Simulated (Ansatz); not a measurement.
# GeN: the cost of one run

Computed with Ansatz 0.2.0 (DFT PBE, scalar-relativistic, plane waves, PAW, unless a step's input says otherwise).

## Step 1: The structure to begin with

The structure is hexagonal, space group P-6m2 (No. 187). The conventional cell has a = 2.982 Å, b = 2.982 Å, c = 2.908 Å, α = 90.00°, β = 90.00°, γ = 120.00°. Ge (site symmetry -6m2) has 6 N at 2.25 Å as nearest neighbours. Around N (site symmetry -6m2) lie 6 Ge at 2.25 Å.

Structure file:

```cif
data_structure
_symmetry_space_group_name_H-M 'P-6m2'
_symmetry_Int_Tables_number 187
_cell_length_a 2.9818
_cell_length_b 2.9818
_cell_length_c 2.9083
_cell_angle_alpha 90.000
_cell_angle_beta 90.000
_cell_angle_gamma 120.000
_cell_volume 22.39
loop_
_atom_site_label
_atom_site_type_symbol
_atom_site_symmetry_multiplicity
_atom_site_Wyckoff_symbol
_atom_site_fract_x
_atom_site_fract_y
_atom_site_fract_z
_atom_site_occupancy
Ge1 Ge 1 a 0.00000 0.00000 0.00000 1
N1 N 1 f 0.66667 0.33333 0.50000 1
```

This is candidate A: tungsten carbide type (P-6m2, No. 187).

(A quick probe on a coarse mesh, which set the mesh and smearing, is not shown.)

## Step 3: Relaxing cell and atoms (candidate A)

input.yaml reads:

```yaml
crystal:
  lattice:
    - [2.9818013882, 0.0, 0.0]
    - [-1.4909006941, 2.5823157512, 0.0]
    - [0.0, 0.0, 2.9082957941]
  atoms:
    - { symbol: Ge, position: [0.0, 0.0, 0.0] }
    - { symbol: "N", position: [0.6666666667, 0.3333333333, 0.5] }
basis:
  ecutwfc: 420
kpoints:
  mp_grid: { grid: [24, 24, 20] }
hamiltonian:
  xc: pbe
scf:
  occupations: { method: gaussian, width: 0.1 }
output:
  forces: true
  stress: true
  eigenvalues: true
relax:
  adjacent_minimum: "off"
  f_tol: 0.01
  max_steps: 80
  cell: { stress_tol: 0.05 }
```

Launch:

```sh
$ ansatz run input.yaml --threads 1 --pin off --max-ram 2560MiB --backend cpu --events-out ev --progress --plain --runs-dir out
```

Q: Estimate wall time and peak memory on 1 thread of Arm Neoverse V1, shared host.

About 2.9 min, with a peak of 0.55 GiB.
